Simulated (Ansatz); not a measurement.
# SiW8C8Cl4: the cost of one run

Method: DFT PBEsol, plane waves, PAW, scalar-relativistic, no spin polarisation, in Ansatz 0.2.0.

The COD cell was measured well above room temperature, so it is larger than a cold one.

### Step 1. The system as given

The cell holds 21 atoms (C8Cl4SiW8): a = 5.706 Å, b = 5.706 Å, c = 20.200 Å, α = 90.00°, β = 90.00°, γ = 120.00°.

As a file:

```xyz
21
Lattice="5.7059 0.0000 0.0000 -2.8529 4.9414 0.0000 0.0000 0.0000 20.2001" Properties=species:S:1:pos:R:3 pbc="T T T"
W     0.0000    0.0000    1.0000
C     1.4265    0.8236    2.4000
W     0.0000    0.0000    3.8001
C     1.4265    0.8236    5.2001
W    -1.4265    2.4707    1.0000
C     0.0000    3.2943    2.4000
W    -1.4265    2.4707    3.8001
C     0.0000    3.2943    5.2001
W     2.8529    0.0000    1.0000
C     4.2794    0.8236    2.4000
W     2.8529    0.0000    3.8001
C     4.2794    0.8236    5.2001
W     1.4265    2.4707    1.0000
C     2.8529    3.2943    2.4000
W     1.4265    2.4707    3.8001
C     2.8529    3.2943    5.2001
Si   -1.3905    4.1344   10.7801
Cl   -1.1507    6.0241   10.1074
Cl   -3.1455    3.3981   10.1074
Cl    0.1249    2.9831   10.1074
Cl   -1.3905    4.1344   12.8001
```

### Step 2. Dynamics

390 steps of 1 fs at constant energy.

input.yaml reads:

```yaml
crystal:
  lattice:
    - [5.70588, 0.0, 0.0]
    - [-2.85294, 4.941437, 0.0]
    - [0.0, 0.0, 20.200135]
  atoms:
    - { symbol: W, position: [0.0, 0.0, 0.0495046] }
    - { symbol: C, position: [0.3333333, 0.1666667, 0.1188133] }
    - { symbol: W, position: [0.0, 0.0, 0.188122] }
    - { symbol: C, position: [0.3333333, 0.1666667, 0.2574307] }
    - { symbol: W, position: [0.0, 0.5, 0.0495046] }
    - { symbol: C, position: [0.3333333, 0.6666667, 0.1188133] }
    - { symbol: W, position: [0.0, 0.5, 0.188122] }
    - { symbol: C, position: [0.3333333, 0.6666667, 0.2574307] }
    - { symbol: W, position: [0.5, 0.0, 0.0495046] }
    - { symbol: C, position: [0.8333333, 0.1666667, 0.1188133] }
    - { symbol: W, position: [0.5, 0.0, 0.188122] }
    - { symbol: C, position: [0.8333333, 0.1666667, 0.2574307] }
    - { symbol: W, position: [0.5, 0.5, 0.0495046] }
    - { symbol: C, position: [0.8333333, 0.6666667, 0.1188133] }
    - { symbol: W, position: [0.5, 0.5, 0.188122] }
    - { symbol: C, position: [0.8333333, 0.6666667, 0.2574307] }
    - { symbol: Si, position: [0.1746477, 0.8366886, 0.5336628] }
    - { symbol: Cl, position: [0.4078917, 1.2191077, 0.500363] }
    - { symbol: Cl, position: [-0.2074323, 0.687682, 0.500363] }
    - { symbol: Cl, position: [0.3237312, 0.6036815, 0.500363] }
    - { symbol: Cl, position: [0.1746477, 0.8366886, 0.6336621] }
basis:
  ecutwfc: 420.0
kpoints:
  mp_grid: { grid: [3, 3, 1] }
hamiltonian:
  xc: pbesol
  pseudopotentials: { kind: paw, azcp: { folder: soft_1 } }
scf:
  occupations: { method: fermi_dirac, width: 0.15 }
  lower_state_search: "off"
md:
  timestep: 1
  n_steps: 390
  ensemble: nve
  initial_velocities: zero
  seed: 209781
  initial_site_velocities:
    - { site: 16, velocity: [0.0, 0.0, -0.023832] }
    - { site: 17, velocity: [0.0, 0.0, -0.023832] }
    - { site: 18, velocity: [0.0, 0.0, -0.023832] }
    - { site: 19, velocity: [0.0, 0.0, -0.023832] }
    - { site: 20, velocity: [0.0, 0.0, -0.023832] }
  constraints: [{ sites: [0, 4, 8, 12] }]
```

Started as:

```
$ ansatz run input.yaml --threads 4 --pin off --max-ram 10240MiB --backend cpu --events-out ev --progress --plain --runs-dir out
```

**Question.** How long does this run take on 4 threads of Arm Neoverse N1, shared host, and how much memory does it need?

About 67 min, with a peak of 1.8 GiB.
